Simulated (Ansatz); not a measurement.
# CH₄BBrO: small, medium and large basis sets

An exercise on one series of results from a longer session: the logs are not shown, and one member is left open.

The runs use Ansatz 0.2.0, Gaussian basis; one geometry, several basis sets.

The runs, in order: PBE0-D4/def2-SVP; ωB97M-V/def2-SVP; PBE0-D4/def2-QZVPP; ωB97M-V/def2-QZVPP; the functionals' def2-TZVPP values are taken from earlier runs.

**The relaxed structure**

The geometry comes from an earlier relaxation with PBE0-D4 in a triple-zeta def2 set; it is a stationary point, not always the lowest conformer.

8 atoms, charge 0, spin multiplicity 1.

Atoms are counted from 1 here; the program's logs count them from 0.

Bond lengths: O1–B2 1.351 Å, O1–H5 0.960 Å, B2–C3 1.568 Å, B2–H6 1.200 Å, C3–Br4 1.960 Å, C3–H7 1.088 Å, C3–H8 1.088 Å. Angles: B2–O1–H5 113.4°, O1–B2–C3 117.9°, O1–B2–H6 121.0°, C3–B2–H6 121.1°, B2–C3–Br4 101.5°, B2–C3–H7 115.6°, B2–C3–H8 115.4°, Br4–C3–H7 105.7°, Br4–C3–H8 106.5°, H7–C3–H8 110.8°.

The first run:

in.yaml reads:

```yaml
crystal:
  periodic: [false, false, false]
  atoms:
    - {symbol: O, position_ang: [-0.322370, 1.396908, -0.772158]}
    - {symbol: B, position_ang: [-0.208036, 0.519188, 0.248837]}
    - {symbol: C, position_ang: [0.624305, -0.786832, 0.002741]}
    - {symbol: Br, position_ang: [-0.796047, -2.124950, -0.182211]}
    - {symbol: H, position_ang: [-0.888735, 2.145272, -0.570020]}
    - {symbol: H, position_ang: [-0.744661, 0.722637, 1.303048]}
    - {symbol: H, position_ang: [1.235307, -1.119900, 0.838606]}
    - {symbol: H, position_ang: [1.192438, -0.809423, -0.924743]}
basis:
  gaussian: {orbitals: def2-SVP}
hamiltonian: {xc: pbe0, dispersion: d4}
output: {orbitals: {seedname: orbitals}}
```

Run with:

```console
$ ansatz run in.yaml --threads 2 --pin off --events-out ev --progress --plain --max-ram 4352MiB
```

Steps of the session up to this table: PBE0-D4 in def2-SVP; ωB97M-V in def2-SVP; PBE0-D4 in def2-QZVPP; ωB97M-V in def2-QZVPP.

One of the session's tables, all rows but one given; the rest of the session is left out.

It belongs to the step «Density functionals: the series». 

```
functional       basis  HOMO (eV)
   PBE0-D4    def2-SVP      -7.68
   PBE0-D4  def2-TZVPP      -7.84
   PBE0-D4  def2-QZVPP      -7.86
   ωB97M-V    def2-SVP      -9.89
   ωB97M-V  def2-TZVPP          ?
   ωB97M-V  def2-QZVPP     -10.10
```

**Question.** Estimate the row for ωB97M-V, def2-TZVPP.

As computed: HOMO (eV): -10.07. In the column «HOMO (eV)» it lies between ωB97M-V, def2-QZVPP (-10.10) and ωB97M-V, def2-SVP (-9.89).
